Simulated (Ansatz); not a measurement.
# CZr: the cost of one run

Program: Ansatz 0.2.0, Gaussian basis. Level of theory: def2-QZVPP, core rule «outside noble gas», up to 5 orbitals frozen. These are calculated values, not measurements.

Plan: UHF; ROHF; CCSD(T) on UHF.

## Step 1: The system

The geometry is a PBE0/def2-TZVP stationary point (not a proven minimum). No spin-orbit coupling is included. Elements past krypton take def2 core potentials.

2 atoms, charge 1, spin multiplicity 4.

Atoms are counted from 1 here; the program's logs count them from 0.

Bond lengths: Zr1–C2 1.897 Å.

As a file:

```xyz
2

Zr    0.00000    0.00000    0.00000
C     0.00000    0.00000    1.89700
```

## Step 2: UHF

in.yaml reads:

```yaml
crystal:
  periodic: [false, false, false]
  atoms:
    - {symbol: Zr, position_ang: [0.000000, 0.000000, 0.000000]}
    - {symbol: C, position_ang: [0.000000, 0.000000, 1.897000]}
basis:
  gaussian: {orbitals: "def2-QZVPP.json"}
total_charge: 1
magnetization: {spin_polarized: true, initial_magnetization: 3}
hamiltonian: {xc: hf}
output: {orbitals: {seedname: orbitals}}
```

Started as:

```sh
$ ansatz run in.yaml --threads 1 --pin off --events-out ev --progress --plain --max-ram 4096MiB --backend cpu
```

What time and memory should one allow on 1 thread of AMD EPYC 7R13, shared host?

About 17 s, with a peak of 0.29 GiB.
